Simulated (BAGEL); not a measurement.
**UHF/6-31G(d) (density fitting with qzvpp-jkfit, spherical functions) run of CuF2 (SMILES [F][Cu][F])**

What is the vertical ionisation energy of CuF2 at UHF/6-31G* (density fitting with qzvpp-jkfit, spherical functions)? 

The calculation is run with BAGEL 1.2.2.

7 further runs of the same task are left out: 6 that didn't finish, 1 set aside as unsound or not needed.

## 1. The system as given

CuF2: 3 atoms, total charge 0, spin state doublet. SMILES: `[F][Cu][F]`. Geometry: a GFN2-xTB relaxation, a rough one for these elements and not checked as a minimum.

Bond lengths: Cu1–F2 1.701 Å, Cu1–F3 1.700 Å. Angles: F2–Cu1–F3 180.0°.

## 2. The energy at UHF/6-31G(d) (density fitting with qzvpp-jkfit, spherical functions)

Contents of calc.json:

```json
{ "bagel" : [

{
  "title" : "molecule",
  "basis" : "6-31gs.json",
  "df_basis" : "qzvpp-jkfit",
  "angstrom" : true,
  "geometry" : [
    { "atom" : "Cu", "xyz" : [       0.000170,       0.000100,      -0.000210 ] },
    { "atom" : "F", "xyz" : [      -0.016560,      -0.020420,       1.700130 ] },
    { "atom" : "F", "xyz" : [       0.016390,       0.020320,      -1.699920 ] }
  ]
},

{ "title" : "uhf", "nopen" : 1 },

{ "title" : "print", "file" : "orbitals.molden", "orbitals" : true }

]}
```

The basis set 6-31G* is read from a file made from the Basis Set Exchange's data (not shown).

Run with:

```bash
$ BAGEL_NUM_THREADS=1 BAGEL calc.json > calc.out
```

The log of the run:

```text
* using 1 threads per process

  ===============================================================
  ===============================================================

  *** Geometry ***

  { "atom" : "Cu", "xyz" : [      0.000321,      0.000189,     -0.000397 ] },
  { "atom" : "F", "xyz" : [     -0.031294,     -0.038588,      3.212780 ] },
  { "atom" : "F", "xyz" : [      0.030973,      0.038399,     -3.212383 ] },

  Number of auxiliary basis functions:      418

  Since a DF basis is specified, we compute 2- and 3-index integrals:
    o Being stored without compression. Storage requirement is 0.013 GB

  Number of basis functions:       62
  Number of electrons      :       47

    * METHOD: MOLECULE                             0.15

  *** Open-shell HF ***

  === Nuclear Repulsion ===
   175.0720414570

      * DIIS with orbital gradients will be used.

  === UHF iteration (6-31gs.json) ===
      0      -1837.21893172          0.06365123           0.08
      1      -1837.42936659          0.05026639           0.08
      2      -1837.52757874          0.03315094           0.08
      3      -1837.60159729          0.00496838           0.08
      4      -1837.60703373          0.00234921           0.08
      5      -1837.60918246          0.00085836           0.08
      6      -1837.60926749          0.00036409           0.08
      7      -1837.60929863          0.00004457           0.08
      8      -1837.60930266          0.00000608           0.08
      9      -1837.60930389          0.00000401           0.08
     10      -1837.60930418          0.00000255           0.08
     11      -1837.60930436          0.00000172           0.08
     12      -1837.60930439          0.00000025           0.08
     13      -1837.60930439          0.00000009           0.08
     14      -1837.60930439          0.00000004           0.08
     15      -1837.60930439          0.00000001           0.08
     16      -1837.60930439          0.00000000           0.08
    * SCF iteration converged.

    * S^2 (UHF) is 0.7547

    * Permanent dipole moment:
           (   -0.000626,    -0.000370,     0.001084) a.u.

    * METHOD: UHF                                  1.48

    * METHOD: PRINT                                0.01

  ===============================================================
```

It took 1.8 s on 1 thread of Arm Neoverse V2, shared host.

## 3. The singlet cation, same level

Contents of hf.json:

```json
{ "bagel": [

{
  "title": "molecule",
  "basis": "6-31gs.json",
  "df_basis": "qzvpp-jkfit",
  "angstrom": true,
  "geometry": [
    { "atom": "Cu", "xyz": [    0.000170,    0.000100,   -0.000210 ] },
    { "atom": "F", "xyz": [   -0.016560,   -0.020420,    1.700130 ] },
    { "atom": "F", "xyz": [    0.016390,    0.020320,   -1.699920 ] }
  ]
},
{
  "title": "hf",
  "charge": 1
},
{
  "title": "print",
  "file": "orbitals.molden",
  "orbitals": true
}

]}
```

The basis set 6-31G* is read from a file made from the Basis Set Exchange's data (not shown).

Run with:

```bash
$ BAGEL_NUM_THREADS=1 BAGEL hf.json > hf.out
```

The log of the run:

```text
* using 1 threads per process

  ===============================================================
  ===============================================================

  *** Geometry ***

  { "atom" : "Cu", "xyz" : [      0.000321,      0.000189,     -0.000397 ] },
  { "atom" : "F", "xyz" : [     -0.031294,     -0.038588,      3.212780 ] },
  { "atom" : "F", "xyz" : [      0.030973,      0.038399,     -3.212383 ] },

  Number of auxiliary basis functions:      418

  Since a DF basis is specified, we compute 2- and 3-index integrals:
    o Being stored without compression. Storage requirement is 0.013 GB

  Number of basis functions:       62
  Number of electrons      :       47

    * METHOD: MOLECULE                             0.15

  *** RHF ***

  === Nuclear Repulsion ===
   175.0720414570

      * DIIS with orbital gradients will be used.

  === RHF iteration (6-31gs.json) ===
      0      -1836.89871172          0.02131105           0.04
      1      -1837.01066799          0.01182662           0.04
      2      -1837.04631465          0.00285922           0.04
      3      -1837.05124216          0.00283916           0.04
      4      -1837.05446175          0.00075366           0.04
      5      -1837.05519114          0.00012404           0.04
      6      -1837.05520550          0.00001971           0.04
      7      -1837.05520576          0.00000454           0.04
      8      -1837.05520577          0.00000271           0.04
      9      -1837.05520577          0.00000082           0.04
     10      -1837.05520577          0.00000019           0.04
     11      -1837.05520577          0.00000016           0.04
     12      -1837.05520577          0.00000002           0.04
     13      -1837.05520577          0.00000001           0.04
     14      -1837.05520577          0.00000001           0.04
    * SCF iteration converged.

    * Permanent dipole moment:
           (   -0.000619,    -0.000368,     0.001360) a.u.

    * METHOD: HF                                   0.71

    * METHOD: PRINT                                0.01

  ===============================================================
```

It took 1 s on 1 thread of Arm Neoverse V2, shared host.

## 4. What came out

At UHF/6-31G* (density fitting with qzvpp-jkfit, spherical functions):

| quantity | value |
| --- | --- |
| doublet CuF2: total energy | -1837.60930 Eh |
| doublet CuF2: dipole moment | 0.00 D |
| doublet CuF2: ⟨S²⟩ | 0.755 |
| singlet cation: total energy | -1837.05521 Eh |
| singlet cation: HOMO energy | -23.39 eV |
| singlet cation: LUMO energy | -11.81 eV |
| singlet cation: HOMO–LUMO gap | 11.58 eV |
| vertical ionisation energy (to the singlet cation) | 15.078 eV |

In words: The vertical ionisation energy comes to 15.08 eV (1455 kJ/mol). Only the singlet of the ionised species was computed; a triplet could lie lower.
